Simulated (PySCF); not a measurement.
# C₁₃H₁₀O₄: NMR shifts at several levels of theory, part 2 of 2

PySCF 2.14.0. Atoms count from 0. Earlier steps stand in the parts before.

**6. Nuclear shieldings: KT2/pcSseg-1**

The job: settings as JSON, then the geometry in Å.

```
{"job": {"kind": "nmr", "xc": "KT2", "basis": "pcSseg-1", "pop": false}, "charge": 0, "multiplicity": 1}
C      5.645691    -0.950373    -0.831161
C      4.417341    -0.474149    -0.118443
O      4.376163    -0.006877     0.982167
O      3.326450    -0.632433    -0.914724
C      2.081042    -0.209966    -0.507654
C      1.874294     1.082857     0.028702
C      0.599009     1.478078     0.347324
C     -0.513477     0.620504     0.145280
C     -1.833419     1.017153     0.461884
C     -2.896414     0.163669     0.244354
C     -4.292608     0.553555     0.558718
O     -5.254617    -0.151223     0.379911
O     -4.394707     1.789321     1.069931
C     -2.674509    -1.128197    -0.297626
C     -1.404101    -1.537948    -0.611587
C     -0.290544    -0.680947    -0.401997
C      1.031767    -1.072335    -0.718674
H      6.468710    -1.046992    -0.114664
H      5.919212    -0.214018    -1.602563
H      5.454639    -1.904044    -1.340885
H      2.722659     1.746101     0.191401
H      0.426582     2.473633     0.763300
H     -2.011108     2.009768     0.879598
H     -5.338252     1.934467     1.234517
H     -3.539744    -1.775085    -0.453954
H     -1.231818    -2.533008    -1.028980
H      1.228888    -2.059313    -1.141166
```

Level: GIAO KT2/pcSseg-1 NMR shielding, non-relativistic, gas phase.

What it wrote:

```text
coarse grid: 24664 points
cycle   1  E = -815.0835070027  dE =  3.134e+00  |g| = 1.490e+00  |ddm| = 5.654e+00
cycle   2  E = -813.3552989355  dE =  1.728e+00  |g| = 3.174e+00  |ddm| = 5.230e+00
cycle   3  E = -815.3530437292  dE = -1.998e+00  |g| = 8.547e-01  |ddm| = 4.456e+00
cycle   4  E = -815.4999168390  dE = -1.469e-01  |g| = 2.212e-01  |ddm| = 9.188e-01
cycle   5  E = -815.5063103761  dE = -6.394e-03  |g| = 1.041e-01  |ddm| = 2.364e-01
cycle   6  E = -815.5086305537  dE = -2.320e-03  |g| = 3.751e-02  |ddm| = 1.453e-01
cycle   7  E = -815.5089800963  dE = -3.495e-04  |g| = 1.561e-02  |ddm| = 5.816e-02
cycle   8  E = -815.5090446328  dE = -6.454e-05  |g| = 4.679e-03  |ddm| = 2.190e-02
cycle   9  E = -815.5090493093  dE = -4.677e-06  |g| = 1.921e-03  |ddm| = 6.481e-03
final grid: 244256 points
cycle  10  E = -815.6626786707  dE = -6.010e-04  |g| = 1.875e-02  |ddm| = 2.549e-01
cycle  11  E = -815.6625759062  dE =  1.028e-04  |g| = 2.759e-02  |ddm| = 5.292e-02
cycle  12  E = -815.6627236509  dE = -1.477e-04  |g| = 1.334e-02  |ddm| = 4.247e-02
cycle  13  E = -815.6627630019  dE = -3.935e-05  |g| = 1.482e-03  |ddm| = 1.496e-02
cycle  14  E = -815.6627634237  dE = -4.218e-07  |g| = 7.063e-04  |ddm| = 2.686e-03
cycle  15  E = -815.6627635356  dE = -1.119e-07  |g| = 2.213e-04  |ddm| = 8.676e-04
cycle  16  E = -815.6627635460  dE = -1.040e-08  |g| = 1.055e-04  |ddm| = 3.246e-04
cycle  17  E = -815.6627635487  dE = -2.708e-09  |g| = 1.988e-05  |ddm| = 1.149e-04
cycle  18  E = -815.6627635488  dE = -7.708e-11  |g| = 9.681e-06  |ddm| = 2.859e-05
converged SCF energy = -815.6627635488

GIAO shielding tensors (ppm)
atom      isotropic    diamagn.    paramagn.     s11        s22        s33       span
  0 C      161.979     249.102     -87.124    139.648    155.288    190.999     51.351
  1 C       22.166     246.832    -224.667    -75.445     63.742     78.199    153.644
  2 O      -88.953     406.079    -495.032   -344.002   -192.206    269.349    613.351
  3 O       74.591     409.511    -334.920    -66.704    107.085    183.392    250.096
  4 C       35.986     266.478    -230.492    -45.572     45.525    108.006    153.578
  5 C       65.326     259.781    -194.454    -17.077     48.520    164.535    181.612
  6 C       58.303     255.050    -196.747    -30.489     51.381    154.017    184.506
  7 C       60.280     256.884    -196.604     -4.866     -0.548    186.256    191.122
  8 C       57.857     251.423    -193.567    -26.423     42.546    157.447    183.870
  9 C       64.168     260.062    -195.894    -19.199     55.459    156.244    175.443
 10 C       25.400     243.994    -218.595    -61.441     65.100     72.541    133.982
 11 O      -54.311     401.102    -455.413   -246.833   -182.850    266.751    513.584
 12 O      132.819     389.063    -256.243     -1.220    146.228    253.450    254.670
 13 C       60.938     251.371    -190.433    -35.355     44.258    173.911    209.266
 14 C       60.645     252.474    -191.830    -29.143     55.718    155.359    184.501
 15 C       54.259     256.865    -202.606    -11.464     -8.197    182.437    193.901
 16 C       70.750     253.575    -182.826     -1.010     64.872    148.387    149.397
 17 H       29.303      21.921       7.382     25.403     27.567     34.938      9.535
 18 H       28.697      25.044       3.652     25.732     27.259     33.098      7.366
 19 H       28.857      27.567       1.290     24.317     28.759     33.495      9.178
 20 H       23.634      34.053     -10.419     18.512     23.676     28.713     10.201
 21 H       23.531      34.287     -10.756     18.498     24.449     27.646      9.148
 22 H       22.826      34.461     -11.635     16.903     22.833     28.742     11.840
 23 H       25.652      25.163       0.489     21.074     22.343     33.540     12.466
 24 H       23.029      32.191      -9.162     17.924     23.939     27.224      9.300
 25 H       23.583      33.495      -9.912     18.480     24.498     27.771      9.291
 26 H       23.959      35.505     -11.546     18.684     24.389     28.805     10.121
```

It took 66 s on 8 threads of Arm Neoverse V1, shared host.

This run: δ C1 161.1, C10 157.8, C4 147.2, C15 129.0, H22 8.35, H24 8.15 ppm.

**7. Shielding tensors: HF/pcSseg-1**

Settings changed since step 6:

```diff
@@ -1,2 +1,2 @@
-{"job": {"kind": "nmr", "xc": "KT2", "basis": "pcSseg-1", "pop": false}, "charge": 0, "multiplicity": 1}
+{"job": {"kind": "nmr", "xc": "HF", "basis": "pcSseg-1", "pop": false}, "charge": 0, "multiplicity": 1}
 C      5.645691    -0.950373    -0.831161
```

With the program's defaults for keys left out, this is: GIAO HF/pcSseg-1 NMR shielding, non-relativistic, gas phase.

What it wrote:

```text
final grid: 244256 points
cycle   1  E = -797.0952411002  dE =  5.493e+00  |g| = 1.248e+00  |ddm| = 5.459e+00
cycle   2  E = -797.3548117762  dE = -2.596e-01  |g| = 8.425e-01  |ddm| = 1.712e+00
cycle   3  E = -797.4786924827  dE = -1.239e-01  |g| = 1.450e-01  |ddm| = 7.823e-01
cycle   4  E = -797.4849079040  dE = -6.215e-03  |g| = 5.836e-02  |ddm| = 2.511e-01
cycle   5  E = -797.4857506109  dE = -8.427e-04  |g| = 1.419e-02  |ddm| = 7.396e-02
cycle   6  E = -797.4858595937  dE = -1.090e-04  |g| = 6.579e-03  |ddm| = 2.617e-02
cycle   7  E = -797.4858923263  dE = -3.273e-05  |g| = 2.445e-03  |ddm| = 1.780e-02
cycle   8  E = -797.4858961562  dE = -3.830e-06  |g| = 8.696e-04  |ddm| = 6.059e-03
cycle   9  E = -797.4858965462  dE = -3.900e-07  |g| = 2.854e-04  |ddm| = 1.921e-03
cycle  10  E = -797.4858965799  dE = -3.366e-08  |g| = 8.709e-05  |ddm| = 5.071e-04
cycle  11  E = -797.4858965838  dE = -3.921e-09  |g| = 3.159e-05  |ddm| = 1.769e-04
cycle  12  E = -797.4858965844  dE = -5.812e-10  |g| = 1.318e-05  |ddm| = 5.798e-05
converged SCF energy = -797.4858965844

GIAO shielding tensors (ppm)
atom      isotropic    diamagn.    paramagn.     s11        s22        s33       span
  0 C      168.312     243.891     -75.579    147.838    161.392    195.705     47.867
  1 C       15.389     241.143    -225.754   -108.213     70.146     84.234    192.447
  2 O     -111.779     403.892    -515.671   -422.914   -230.566    318.142    741.056
  3 O      131.564     411.671    -280.107    -16.815    169.854    241.654    258.469
  4 C       32.735     265.372    -232.637    -82.855     53.243    127.817    210.672
  5 C       62.469     259.916    -197.447    -38.404     48.088    177.722    216.126
  6 C       52.271     255.187    -202.916    -61.351     48.583    169.581    230.932
  7 C       57.493     259.629    -202.136    -18.598     -9.662    200.740    219.339
  8 C       47.354     251.826    -204.473    -62.821     32.655    172.226    235.047
  9 C       63.502     259.910    -196.408    -37.457     57.716    170.247    207.703
 10 C       18.117     242.702    -224.584    -91.368     56.456     89.264    180.632
 11 O      -58.749     397.920    -456.670   -294.917   -192.915    311.584    606.500
 12 O      166.585     389.798    -223.213     25.534    187.910    286.311    260.777
 13 C       52.995     253.938    -200.942    -65.726     38.252    186.461    252.186
 14 C       59.653     252.638    -192.985    -51.317     59.516    170.761    222.078
 15 C       45.239     259.053    -213.815    -34.961    -27.823    198.501    233.462
 16 C       68.567     253.070    -184.503    -22.784     67.381    161.104    183.888
 17 H       29.498      22.119       7.379     24.984     27.674     35.838     10.854
 18 H       29.149      24.475       4.674     25.917     27.325     34.206      8.288
 19 H       29.262      26.467       2.795     24.383     28.950     34.453     10.071
 20 H       23.851      34.376     -10.525     18.019     24.249     29.284     11.265
 21 H       23.405      34.018     -10.613     17.605     24.353     28.256     10.651
 22 H       22.505      33.210     -10.704     15.936     22.307     29.274     13.338
 23 H       25.373      23.898       1.476     19.363     21.356     35.401     16.038
 24 H       22.852      32.311      -9.460     16.940     23.752     27.863     10.923
 25 H       23.633      33.201      -9.568     17.559     24.855     28.484     10.926
 26 H       23.829      34.902     -11.072     17.379     24.489     29.620     12.241
```

It took 82 s on 8 threads of Arm Neoverse V1, shared host.

Key values: δ C1 175.5, C10 172.7, C4 158.1, C15 145.6, H22 9.18, H24 8.83 ppm.

**8. Comparing the runs: NMR shifts**

Shifts (ppm) of some atoms, chosen among heavy atoms and hydrogens apart, with basis size and wall time:

| run | C8 | H22 | H23 | O2 | O11 | O3 | O12 | functions | time |
| --- | --- | --- | --- | --- | --- | --- | --- | --- | --- |
| PBE0/pcSseg-1 | 137.4 | 8.79 | 5.94 | 452.2 | 412.4 | 252.8 | 198.5 | 339 | 2 min |
| PBE/pcSseg-1 | 134.1 | 8.57 | 5.70 | 446.0 | 412.7 | 271.8 | 210.9 | 339 | 68 s |
| wB97X-D/pcSseg-1 | 139.1 | 8.83 | 6.02 | 449.2 | 407.9 | 243.3 | 194.5 | 339 | 2.7 min |
| KT2/pcSseg-1 | 125.4 | 8.35 | 5.53 | 419.6 | 385.0 | 256.1 | 197.8 | 339 | 66 s |
| HF/pcSseg-1 | 143.5 | 9.18 | 6.31 | 445.1 | 392.1 | 201.8 | 166.7 | 339 | 82 s |

**9. Summary of results**

The summary covers parts 1 to 2.

| quantity | value |
| --- | --- |
| point group | C1 |
| rotational constants (main isotopes) | 1.79, 0.19, 0.17 GHz |
| ¹³C shifts against TMS (PBE0/pcSseg-1) | 171.9, 168.9, 156.4, 140.1, 137.4, 135.9, 133.6, 132.9, 132.7, 128.7, 127.8, 122.4, 22.6 ppm |
| ¹H shifts against TMS (PBE0/pcSseg-1, means over atoms taken as alike) | 8.79, 8.53, 8.05, 7.96, 7.81, 7.60, 5.94, 2.30 ppm |
| ¹⁷O shifts against H2O (PBE0/pcSseg-1) | 452.2, 412.4, 252.8, 198.5 ppm |
| range of the shift of O3 | 201.8 to 271.8 ppm |

What this shows: Single values in the summary come from the first run of each kind that ended normally (PBE0/pcSseg-1), which need not be the best level. The optimisation took 10 steps and gained 0.059 eV; among the close pairs (by a distance rule), C14–H25 changed most, from 1.080 to 1.093 Å. At PBE0/pcSseg-1: The largest span, 697 ppm, is at O2, where the paramagnetic term is -522 ppm. NICS(1)zz of -27 ppm above the planar ring from C4 marks a diatropic (aromatic) ring current. NICS(1)zz of -27 ppm above the planar ring from C7 marks a diatropic (aromatic) ring current. Across the 5 runs the shift of O3 moves most, between 201.8 (HF/pcSseg-1) and 271.8 ppm (PBE/pcSseg-1).
